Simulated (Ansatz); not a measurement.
HfPt₃, space group Pm-3m, a breakdown of dispersion, smearing and cutoff terms

Computed with Ansatz's Python interface.

`hfpt3_terms.py`
```python
# -*- coding: utf-8 -*-
"""Dispersion, smearing and cutoff parts of the energy of HfPt3."""

import warnings

import ansatz as az

warnings.simplefilter("ignore", az.DeckWarning)

crystal = (
    az.Lattice.cubic(4.00245006)
    .space_group(221)
    .atom("Hf", [0.0, 0.0, 0.0])
    .atom("Pt", [0.5, 0.5, 0.0])
)

calc = crystal.calculation().kpoints(7, 7, 7).occupations("Marzari-Vanderbilt", width=0.15)
with_term = calc.functional("pbesol", dispersion="d3bjatm").basis(340).cutoff_correction(590).run().report
without = calc.functional("pbesol").basis(340).run().report
finer = calc.functional("pbesol").basis(590).run().report
removed = az.free_energy_without(with_term, az.EnergyTerm.DISPERSION)
print(f"dispersion term            {with_term['components']['e_disp']:.5f} eV")
print(f"F less dispersion          {removed:.5f} eV, run without it {without['free_energy_ev']:.5f} eV")
print(f"F less smearing term       {az.free_energy_without(without, az.EnergyTerm.SMEARING):.5f} eV")
print(f"estimated gain to 590 eV   {with_term['cutoff_correction']['energy_ev']:.5f} eV, found {finer['free_energy_ev'] - without['free_energy_ev']:.5f} eV")
```

Output of `python hfpt3_terms.py`:
```text
dispersion term            -2.45508 eV
F less dispersion          -52753.78552 eV, run without it -52753.78552 eV
F less smearing term       -52753.78412 eV
estimated gain to 590 eV   -0.05786 eV, found -0.05783 eV
```

Notes:
- Absolute energies stand on the zero of these potentials, so only differences at equal settings mean something. A total without «per atom» is that of the whole cell that was run.
- The cutoff lies under the one recommended for these potentials in some of the runs.
- Spin is left out of this run.
- Dispersion corrections can be off by several per cent in the lattices of metals, and by several GPa in the pressure at a fixed cell.
- For a metal this k-point mesh is coarse: on a finer one energies can move by several to tens of meV an atom and pressures by half a GPa or more, differences at one mesh by less.
- Spin-orbit coupling, which matters for elements this heavy, is left out.
- The structure comes from a database of computed cells and needn't be a stable or known phase.
- The script silences the warnings on its input, which a real study should read.
- Finished in 9.3 s on 1 thread of Arm Neoverse V2, with other jobs on the host, peak memory 0.46 GiB.
